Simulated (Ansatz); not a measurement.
**FH₃SeSi₂: small, medium and large basis sets**

An exercise on one series of results from a longer session: the logs are not shown, and one member is left open.

The runs use Ansatz 0.2.0, Gaussian basis; one geometry, several basis sets.

Plan: PBE0-D4/def2-SVP; ωB97M-V/def2-SVP; PBE0-D4/def2-QZVPP; ωB97M-V/def2-QZVPP; the functionals' def2-TZVPP values are taken from earlier runs.

## The geometry

The geometry comes from an earlier relaxation with PBE0-D4 in a triple-zeta def2 set; it is a stationary point, not always the lowest conformer.

SMILES `F[SiH]1[SiH2][Se]1`, 7 atoms, charge 0, spin multiplicity 1.

Atoms are counted from 1 here; the program's logs count them from 0.

Bond lengths: F1–Si2 1.596 Å, Si2–Si3 2.249 Å, Si2–Se4 2.260 Å, Si2–H5 1.476 Å, Si3–Se4 2.316 Å, Si3–H6 1.482 Å, Si3–H7 1.481 Å. Angles: F1–Si2–Si3 121.1°, F1–Si2–Se4 116.8°, F1–Si2–H5 106.8°, Si3–Si2–Se4 61.8°, Si3–Si2–H5 126.6°, Se4–Si2–H5 116.6°, Si2–Si3–Se4 59.3°, Si2–Si3–H6 123.6°, Si2–Si3–H7 121.1°, Se4–Si3–H6 114.8°, Se4–Si3–H7 114.4°, H6–Si3–H7 111.8°, Si2–Se4–Si3 58.9°.

The first run:

Contents of in.yaml:

```yaml
crystal:
  periodic: [false, false, false]
  atoms:
    - {symbol: F, position_ang: [-1.776078, -1.530721, 0.314858]}
    - {symbol: Si, position_ang: [-1.087364, -0.143065, -0.069045]}
    - {symbol: Si, position_ang: [1.104261, 0.206974, 0.294383]}
    - {symbol: Se, position_ang: [0.304660, -0.154008, -1.849000]}
    - {symbol: H, position_ang: [-2.154075, 0.877573, -0.069664]}
    - {symbol: H, position_ang: [1.693232, 1.548081, 0.521726]}
    - {symbol: H, position_ang: [1.976663, -0.872933, 0.811043]}
basis:
  gaussian: {orbitals: def2-SVP}
hamiltonian: {xc: pbe0, dispersion: d4}
output: {orbitals: {seedname: orbitals}}
```

Launch:

```
$ ansatz run in.yaml --threads 2 --pin off --events-out ev --progress --plain --max-ram 4352MiB
```

Among the steps run: PBE0-D4 in def2-SVP; ωB97M-V in def2-SVP; PBE0-D4 in def2-QZVPP; ωB97M-V in def2-QZVPP.

One table of the session follows, with a row left open; its other results are not shown here.

```
functional       basis  HOMO (eV)
   PBE0-D4    def2-SVP          ?
   PBE0-D4  def2-TZVPP      -7.38
   PBE0-D4  def2-QZVPP      -7.39
   ωB97M-V    def2-SVP      -9.33
   ωB97M-V  def2-TZVPP      -9.35
   ωB97M-V  def2-QZVPP      -9.36
```

Estimate the missing values for PBE0-D4, def2-SVP.

The run gave: HOMO (eV): -7.35. In the column «HOMO (eV)» it is the highest.
